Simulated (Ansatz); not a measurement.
# LiMg: pressure up to the limit of the methods

An exercise on one series of results from a longer session: the logs are not shown, and one member is left open.

Computed with Ansatz 0.2.0 (DFT PBEsol, with the methods named in each step, unless a step's input says otherwise).

## Starting point

It takes space group Pm-3m (No. 221, cubic). Conventional cell: a = 3.415 Å, b = 3.415 Å, c = 3.415 Å, α = 90.00°, β = 90.00°, γ = 90.00°. Around Li (site symmetry m-3m) lie 8 Mg at 2.96 Å. Mg (site symmetry m-3m) is surrounded by 8 Li at 2.96 Å.

As a file:

```xyz
2
Lattice="3.4153 0.0000 0.0000 0.0000 3.4153 0.0000 0.0000 0.0000 3.4153" Properties=species:S:1:pos:R:3 pbc="T T T"
Li    0.0000    0.0000    0.0000
Mg    1.7077    1.7077    1.7077
```

Whether this phase is the stable one at these pressures isn't tested.

Atoms are numbered in the order of the input: Li1, Mg2.

Set-up of the first run:

input.yaml

```yaml
crystal:
  lattice:
    - [3.415326, 0.0, 0.0]
    - [0.0, 3.415326, 0.0]
    - [0.0, 0.0, 3.415326]
  atoms:
    - { symbol: Li, position: [0.0, 0.0, 0.0] }
    - { symbol: Mg, position: [0.5, 0.5, 0.5] }
kpoints:
  mp_grid: { grid: [11, 11, 11] }
  band_path:
    path:
      - [0.0, 0.0, 0.0]
      - [0.0, 0.5, 0.0]
      - [0.5, 0.5, 0.0]
      - [0.0, 0.0, 0.0]
      - [0.5, 0.5, 0.5]
      - [0.0, 0.5, 0.0]
      - [0.5, 0.5, 0.5]
      - [0.5, 0.5, 0.0]
    npoints: 14
scf:
  occupations: { method: fermi_dirac, width: 0.05 }
hamiltonian:
  xc: pbesol
  pseudopotentials: { kind: all_electron, lapw: { basis_error: 0.001 } }
output:
  forces: true
  stress: true
  eigenvalues: true
  populations: true
```

Run with:

```console
$ ansatz run input.yaml --threads 1 --pin off --max-ram 2048MiB --backend cpu --events-out ev --progress --plain --runs-dir out
```

Among the steps run: The reference volume, LAPW; Volume scaled by 1, norm-conserving; Volume scaled by 0.7, LAPW; Volume scaled by 0.6, LAPW; Volume scaled by 0.4, LAPW; Volume scaled by 0.4, norm-conserving.

One table of the session follows, with a row left open; its other results are not shown here.

| method | volume over the first | volume (Å³/atom) | pressure (GPa) |
| --- | --- | --- | --- |
| LAPW | 1 | 19.919 | -0.02 |
| LAPW | 0.7 | 13.943 | 18.11 |
| LAPW | 0.6 | 11.951 | 34.47 |
| LAPW | 0.4 | ? | ? |
| PAW | 1 | 19.919 | -0.01 |
| PAW | 0.7 | 13.943 | 18.11 |
| PAW | 0.6 | 11.951 | 34.46 |
| PAW | 0.4 | 7.968 | 130.12 |
| norm-conserving | 1 | 19.919 | 0.00 |
| norm-conserving | 0.4 | 7.968 | 130.96 |

**Question.** Estimate the row for LAPW, 0.4.

**Answer.** volume (Å³/atom): 7.968; pressure (GPa): 130.20.

Caveats from the session: Warnings in the runs' records: stress scf threshold loose.
